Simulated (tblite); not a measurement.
# C4H13FSi3: the cost of one run

The runs use tblite 0.8.0 and PySCF 2.14.0, with density-fitted response routines of our own; the level of theory stands in each step. All values are computed, except where a source is named. Atoms are numbered from 0 throughout.

## 1. The starting structure

21 atoms, charge 0, multiplicity 1; geometry from: force field or distance geometry start.

Bonds of the start (Å): F0–C1 1.35, C1–Si2 1.82, Si2–C3 1.90, C3–C4 1.57, C4–C5 1.53, C5–Si6 1.88, C4–Si7 1.98, Si7–Si2 2.23, C1–H8 1.10, C1–H9 1.11, Si2–H10 1.50, C3–H11 1.10, C3–H12 1.12, C4–H13 1.11, C5–H14 1.11, C5–H15 1.11, Si6–H16 1.48, Si6–H17 1.49, Si6–H18 1.49, Si7–H19 1.49, Si7–H20 1.49.

## 2. Optimising the geometry with GFN2-xTB

Job settings and geometry (Å):

```
{"job": {"kind": "relax", "xc": "GFN2-xTB", "basis": "xTB"}, "charge": 0, "multiplicity": 1}
F     -4.353300    -0.103600    -0.125700
C     -3.269500    -0.832800     0.198500
Si    -1.877900    -0.396600    -0.884200
C     -0.201000    -0.897500    -0.133600
C      0.599000     0.361500    -0.611800
C      1.789900     0.806300     0.232100
Si     3.317800    -0.285200     0.115900
Si    -0.950900     1.580800    -0.433000
H     -3.538400    -1.894300     0.119700
H     -3.058100    -0.642800     1.268100
H     -2.003900    -0.777400    -2.326100
H      0.165900    -1.856000    -0.528900
H     -0.265200    -1.013100     0.975700
H      0.868700     0.325300    -1.689900
H      2.103300     1.822900    -0.066800
H      1.505000     0.869800     1.304000
H      3.788100    -0.353900    -1.284000
H      2.991800    -1.664300     0.592000
H      4.401700     0.271500     0.972400
H     -1.077700     2.057900     0.971500
H     -0.944200     2.638400    -1.479900
```

The run is started by

```sh
$ OMP_NUM_THREADS=1 python probes_run.py task.json out
```

This one command runs all jobs of the session in turn.

Q: Estimate the wall time and peak memory of this first job on 1 thread of Intel Xeon at 2.50GHz, shared host.

About 3.7 s, with a peak of 0.18 GiB.
